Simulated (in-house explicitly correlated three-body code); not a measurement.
# Two electrons around a charge of +1.5 under Yukawa screening of 0.075 per bohr: exact states

One table from this session's results is given with a row withheld; the runs are named, their logs left out.

Method: two electrons, non-relativistic, variational in exponentially correlated functions. Code: in-house explicitly correlated three-body code version 1.

## Starting point

```
charge of the centre : +1.5
mass of the centre   : infinite
interactions         : Yukawa, exp(−0.075 r)/r, between all pairs
basis                : 260 functions exp(−a r1 − b r2 − g r12) a state, exponent ranges optimised
units                : hartree and bohr; relativity and QED are left out
```

The first run:

Settings:

```ini
Z = 1.5
screening = 0.075
interaction_strength = 1.0
functions = 260
states_tried = 13
```

Run with:

```sh
> python run_hyl.py task.json out
```

One table of the session follows, with a row left open; its other results are not shown here.

It belongs to the step «Levels». 

```
state  binding (eV)  excitation (eV)  ⟨r12⟩ (bohr)
 1 ¹S       8.27372                0         2.117
 2 ³S      0.639693          7.63403         7.886
 2 ¹S      0.388829          7.88489         10.31
 2 ³P      0.166792          8.10693         11.80
 2 ¹P             ?                ?             ?
 3 ³S     0.0180917          8.25563         34.13
```

Q: Estimate the row for 2 ¹P from the others.

As computed: binding (eV): 0.141407; excitation (eV): 8.13231; ⟨r12⟩ (bohr): 12.82. In the column «binding (eV)» it lies between 3 ³S (0.0180917) and 2 ³P (0.166792).
